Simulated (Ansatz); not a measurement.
# CH4BO (SMILES [BH]OC): UHF/3-21G

Aim: the electronic atomisation energy of CH4BO at UHF/3-21G, from 5 runs. 

The calculation is run with Ansatz 0.2.0.

34 further runs of the same task are left out: 34 set aside as unsound or not needed.

### 1 Starting point

The species is CH4BO (7 atoms), meant as a doublet with charge 0. SMILES: `[BH]OC`. Geometry: relaxed at PBE0-D4/def2-TZVP. This is one conformer, not always the lowest.

Bond lengths: B1–O2 1.320 Å, O2–C3 1.426 Å, B1–H4 1.207 Å, C3–H5 1.093 Å, C3–H6 1.090 Å, C3–H7 1.090 Å. Angles: B1–O2–C3 124.1°, O2–B1–H4 124.7°, O2–C3–H5 110.9°, O2–C3–H6 108.4°, O2–C3–H7 108.4°, H5–C3–H6 109.9°, H5–C3–H7 109.9°, H6–C3–H7 109.2°.

### 2 A single-point energy at UHF/3-21G

The input, in.yaml:

```yaml
crystal:
  periodic: [false, false, false]
  atoms:
    - {symbol: B, position_ang: [-1.319600, -1.025700, -0.172900]}
    - {symbol: O, position_ang: [-0.272400, -0.707100, 0.564500]}
    - {symbol: C, position_ang: [0.642200, 0.338600, 0.243900]}
    - {symbol: H, position_ang: [-1.628500, -0.474200, -1.201600]}
    - {symbol: H, position_ang: [0.357800, 0.834000, -0.687600]}
    - {symbol: H, position_ang: [0.643000, 1.059300, 1.062300]}
    - {symbol: H, position_ang: [1.638900, -0.092800, 0.145600]}
basis:
  gaussian:
    orbitals: 3-21G.json
magnetization:
  spin_polarized: true
  initial_magnetization: 1
hamiltonian:
  xc: hf
accuracy: high
output: {orbitals: {seedname: orbitals}}
```

The basis set 3-21G is read from a file made from the Basis Set Exchange's data (not shown).

Launch:

```bash
ansatz run in.yaml --threads 1 --pin off --max-ram 3480MiB --events-out events.jsonl --progress --plain --runs-dir runs
```

The program printed:

```text
Warning: RAYON_NUM_THREADS=1 ignored (pool sized by the plan → 1); use --threads N
Functional definition: HF
  name "HF"
  exchange = exact_x
  correlation = 0
790 factors; integrals over basis functions are off by at most 7.5e-9 eV
mean field evaluation 1: about -3778.6442 eV, gradient 1.6e1 eV
mean field evaluation 2: about -3778.9031 eV, gradient 1.6e1 eV
mean field evaluation 4: about -3780.4570 eV, gradient 2.4e0 eV
mean field evaluation 8: about -3780.5364 eV, gradient 3.2e-1 eV
mean field evaluation 16: about -3780.5393 eV, gradient 1.0e-5 eV
mean field -3780.53928005 eV, -138.9322560002 hartree, gradient 2.4e-8 eV, S^2 0.754157; 0 other end points of the search recorded, 0 dependent functions left out
reference -3780.53928005 eV, -138.9322560002 hartree; 12, 11 occupied and 23, 24 virtual orbitals, 790 factors
Total energy: -3780.53928005 eV, -138.9322560002 hartree
```

It took 0.3 s on 1 thread of Arm Neoverse V1, shared host.

### 3 The B atom, same level

The input, in.yaml:

```yaml
basis:
  gaussian:
    orbitals: 3-21G.json
crystal:
  periodic: [false, false, false]
  atoms:
    - symbol: B
      position_ang: [0.000000, 0.000000, 0.000000]
magnetization:
  spin_polarized: true
  initial_magnetization: 1
hamiltonian:
  xc: hf
accuracy: high
```

The basis set 3-21G is read from a file made from the Basis Set Exchange's data (not shown).

Launch:

```bash
ansatz run in.yaml --threads 1 --pin off --max-ram 3480MiB --events-out events.jsonl --progress --plain --runs-dir runs
```

The program printed:

```text
Warning: RAYON_NUM_THREADS=1 ignored (pool sized by the plan → 1); use --threads N
[... 4 set-up lines as earlier in the session ...]
42 factors; integrals over basis functions are off by at most 2.1e-9 eV
mean field evaluation 1: about -663.4978 eV, gradient 3.5e0 eV
mean field evaluation 2: about -663.4979 eV, gradient 3.5e0 eV
mean field evaluation 4: about -663.6787 eV, gradient 2.3e-1 eV
mean field evaluation 8: about -663.6792 eV, gradient 1.1e-4 eV
mean field evaluation 16: about -663.4788 eV, gradient 1.4e0 eV
mean field evaluation 32: about -663.6792 eV, gradient 7.4e-3 eV
mean field -663.67922630 eV, -24.3897617087 hartree, gradient 3.1e-9 eV, S^2 0.750312; 1 other end points of the search recorded, 0 dependent functions left out
reference -663.67922630 eV, -24.3897617087 hartree; 3, 2 occupied and 6, 7 virtual orbitals, 42 factors
Total energy: -663.67922630 eV, -24.3897617087 hartree
```

Wall time 0.04 s (1 thread of Arm Neoverse V1, shared host).

### 4 The C atom, same level

The input, input.yaml:

```yaml
crystal:
  periodic: [false, false, false]
  atoms:
    - {symbol: C, position_ang: [0.000000, 0.000000, 0.000000]}
basis:
  gaussian: {orbitals: 3-21G.json}
magnetization: {spin_polarized: true, initial_magnetization: 2}
hamiltonian: {xc: hf}
accuracy: high
```

The basis set 3-21G is read from a file made from the Basis Set Exchange's data (not shown).

Run the same way, it converges to -37.48107 Eh (log not shown).

### 5 The H atom at the same level

The input, run.yaml:

```yaml
crystal:
  periodic: [false, false, false]
  atoms:
    - {symbol: H, position_ang: [0.000000, 0.000000, 0.000000]}
basis:
  gaussian: {orbitals: 3-21G.json}
magnetization: {spin_polarized: true, initial_magnetization: 1}
hamiltonian: {xc: hf}
accuracy: high
```

The basis set 3-21G is read from a file made from the Basis Set Exchange's data (not shown).

Run the same way, it converges to -0.49620 Eh (log not shown).

### 6 The O atom at the same level

The input, run.yaml:

```yaml
crystal:
  periodic: [false, false, false]
  atoms:
    - symbol: O
      position_ang: [0.000000, 0.000000, 0.000000]
basis:
  gaussian: {orbitals: 3-21G.json}
magnetization: {spin_polarized: true, initial_magnetization: 2}
accuracy: high
hamiltonian: {xc: hf}
```

The basis set 3-21G is read from a file made from the Basis Set Exchange's data (not shown).

Run the same way, it converges to -74.39366 Eh (log not shown).

### 7 Outcome

At UHF/3-21G:

```
                                    quantity          value
                      molecule: total energy  -138.93226 Eh
molecule: HOMO energy (highest over α and β)       -8.57 eV
 molecule: LUMO energy (lowest over α and β)        3.77 eV
                              molecule: ⟨S²⟩          0.754
                        B atom: total energy   -24.38976 Eh
                                B atom: ⟨S²⟩          0.750
                        C atom: total energy   -37.48107 Eh
                                C atom: ⟨S²⟩          2.001
                        H atom: total energy    -0.49620 Eh
                                H atom: ⟨S²⟩          0.750
                        O atom: total energy   -74.39366 Eh
                                O atom: ⟨S²⟩          2.001
               electronic atomisation energy      18.585 eV
```

In words: Taking the molecule apart into free atoms costs 18.58 eV (429 kcal/mol), before zero-point energy and without spin-orbit coupling. Hartree–Fock lacks the correlation of the bonding pairs, which as a rule makes this value much too low; in minimal bases other errors can mask that. The basis has no polarisation functions, which makes bonds too weak.
